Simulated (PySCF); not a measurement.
# F2OPb2 (Pb2(O)1(F)2): the cost of one run

Program: PySCF 2.14.0. Level of theory: PBE0, Pb def2-SVP with ECP60, O def2-SVP, F def2-SVP; scalar-relativistic core potentials, no spin–orbit coupling. These are calculated values, not measurements.

2 further runs of the same task are left out: 1 for a known fault of the program, 1 that didn't finish.

## (1) Starting geometry

5 atoms, charge 0, spin multiplicity 1.

Bond lengths: Pb1–O3 2.082 Å, Pb1–F4 2.063 Å, Pb2–O3 2.082 Å, Pb2–F5 2.063 Å. Angles: O3–Pb1–F4 100.1°, O3–Pb2–F5 100.1°, Pb1–O3–Pb2 155.9°.

Geometry (Å):

```xyz
5
F2OPb2
Pb    0.2503    0.6022    2.0364
Pb    0.2503    0.6022   -2.0364
O     0.4168    1.0031    0.0000
F    -0.5410   -1.3018    1.9671
F    -0.5410   -1.3018   -1.9671
```

Formal oxidation states: Pb +2. An earlier session relaxed this geometry at PBE0, Pb def2-SVP with ECP60, O def2-SVP, F def2-SVP (singlet, point group C2v).

Its energy there is -660.257204 Eh.

## (2) Atoms moved at random, σ = 0.1 Å

The input, run.py (the lines that set the calculation):

```python
mol = gto.M(atom='''
Pb     0.17808     0.44940     2.10646
Pb     0.29449     0.64867    -2.06433
O      0.48062     0.99388    -0.08390
F     -0.53258    -1.25065     2.06680
F     -0.58520    -1.23740    -2.02503''',
    basis={'Pb': 'def2-SVP', 'O': 'def2-SVP', 'F': 'def2-SVP'},
    ecp={'Pb': 'def2-SVP'},
    charge=0, spin=0)
mf = dft.RKS(mol, xc='PBE0')
mf.grids.atom_grid = (50, 194)
mf = mf.density_fit()  # fitting sets: Pb def2-universal-JKFIT, O def2-universal-JKFIT, F def2-universal-JKFIT
mf.conv_tol = 1e-08; mf.max_cycle = 55
mf.kernel(dm0)  # dm0: the density of the relaxed state
```

Run with:

```console
$ OMP_NUM_THREADS=2 python run.py
```

**Question.** How long does this run take on 2 threads of Arm Neoverse N1, shared host?

About 4.8 s.
